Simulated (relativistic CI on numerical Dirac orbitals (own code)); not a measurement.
# Mo²⁺: one ion under different settings

How much do the settings matter for Mo²⁺? One ion, several inputs.

Program: relativistic CI on numerical Dirac orbitals (own code) version 3. Level of theory: Dirac-Coulomb-Breit CI, KLI orbitals optimised for each configuration, model QED (radiative potential, 1s self-energy scaled to tabulated hydrogen-like ionisation energies), numerical settings as typed. These are calculated values, not measurements, unless marked.

## Step 1: What is computed

| Item | Value |
| --- | --- |
| ion | Mo²⁺ (Mo III) |
| nuclear charge | 42 |
| electrons | 40 |
| isotope | A = 98 |

## Step 2: The usual input

The run's settings:

```ini
atom Mo  Z=42  charge=2  electrons=40
nucleus A=98  rms_radius_fm=4.4091
hamiltonian dirac-coulomb  breit=on  qed=on  c_scale=1
orbitals kli  potential=per-configuration
slater_scale 1
correlation none
mixing on
grid step=0.0125 r_max=67.1
scf mixing=0.4 start=green max_iterations=150 tolerance=2e-08 node_fill=0.05
configurations
  [Kr] 4d4
  [Kr] 4d3 5s
  [Kr] 4d3 5p
end
```

Command:

```console
$ python run_levels.py task.json out
```

task.json lists these runs, among others, and the program works through them in turn.

## Step 3: End of the grid 201.3, Slater scale 0.5

Changes to the settings of step 2:

```diff
@@ -4,6 +4,6 @@
 orbitals kli  potential=per-configuration
-slater_scale 1
+slater_scale 0.5
 correlation none
 mixing on
-grid step=0.0125 r_max=67.1
+grid step=0.0125 r_max=201.3
 scf mixing=0.4 start=green max_iterations=150 tolerance=2e-08 node_fill=0.05
```

## Step 4: Speed-of-light factor 1.25, end of the grid 33.55, potential mixing 0.05

The run's settings:

```ini
atom Mo  Z=42  charge=2  electrons=40
nucleus A=98  rms_radius_fm=4.4091
hamiltonian dirac-coulomb  breit=on  qed=on  c_scale=1.25
orbitals kli  potential=per-configuration
slater_scale 1
correlation none
mixing on
grid step=0.0125 r_max=33.55
scf mixing=0.05 start=green max_iterations=150 tolerance=2e-08 node_fill=0.05
configurations
  [Kr] 4d4
  [Kr] 4d3 5s
  [Kr] 4d3 5p
end
```

## Step 5: Nuclear radius 4.85, iteration limit 30, speed-of-light factor 2

The run's settings:

```ini
atom Mo  Z=42  charge=2  electrons=40
nucleus A=98  rms_radius_fm=4.8500
hamiltonian dirac-coulomb  breit=on  qed=on  c_scale=2
orbitals kli  potential=per-configuration
slater_scale 1
correlation none
mixing on
grid step=0.0125 r_max=67.1
scf mixing=0.4 start=green max_iterations=30 tolerance=2e-08 node_fill=0.05
configurations
  [Kr] 4d4
  [Kr] 4d3 5s
  [Kr] 4d3 5p
end
```

## Step 6: Iteration limit 30, Breit term off

Changes to the settings of step 5:

```diff
@@ -1,4 +1,4 @@
 atom Mo  Z=42  charge=2  electrons=40
-nucleus A=98  rms_radius_fm=4.8500
-hamiltonian dirac-coulomb  breit=on  qed=on  c_scale=2
+nucleus A=98  rms_radius_fm=4.4091
+hamiltonian dirac-coulomb  breit=off  qed=on  c_scale=1
 orbitals kli  potential=per-configuration
```

(Steps that only read results are left out.)

Q: Predict the outcome of this session. Wanted: lowest level, usual settings; total energy; first excitation.

As calculated:

| setting | total energy less usual (Ha) | largest shift of a level among the lowest eight of both runs, same label and place (cm⁻¹) | SCF iterations | time | lowest level | kind of change |
| --- | --- | --- | --- | --- | --- | --- |
| usual | 0 | 0 | 34 | 0.17 s | 4d4 5D0 | - |
| end of the grid 201.3, Slater scale 0.5 | 0.0512 | 7450 | 34 | 0.17 s | 4d4 5D0 | model term |
| speed-of-light factor 1.25, end of the grid 33.55, potential mixing 0.05 | 25.6 | 609 | 46 | 0.19 s | 4d4 5D0 | unphysical constant |
| nuclear radius 4.85, iteration limit 30, speed-of-light factor 2 | 52.3 | 1280 | 35 | 0.16 s | 4d4 5D0 | unphysical constant |
| iteration limit 30, Breit term off | -2.42 | 104 | 34 | 0.15 s | 4d4 5D0 | model term |

| quantity | value |
| --- | --- |
| lowest level, usual settings | 4d4 5D0 |
| total energy | -4042.4785 Ha |
| first excitation | 202.1 cm⁻¹ |

**Reading.** Among the runs whose levels can be followed, they move most under «end of the grid 201.3, Slater scale 0.5» (model term), by up to 7450 cm⁻¹. Only the listed configurations are in the model. In a near-neutral ion this small CI can misplace whole configurations by 10,000 cm⁻¹ or more.
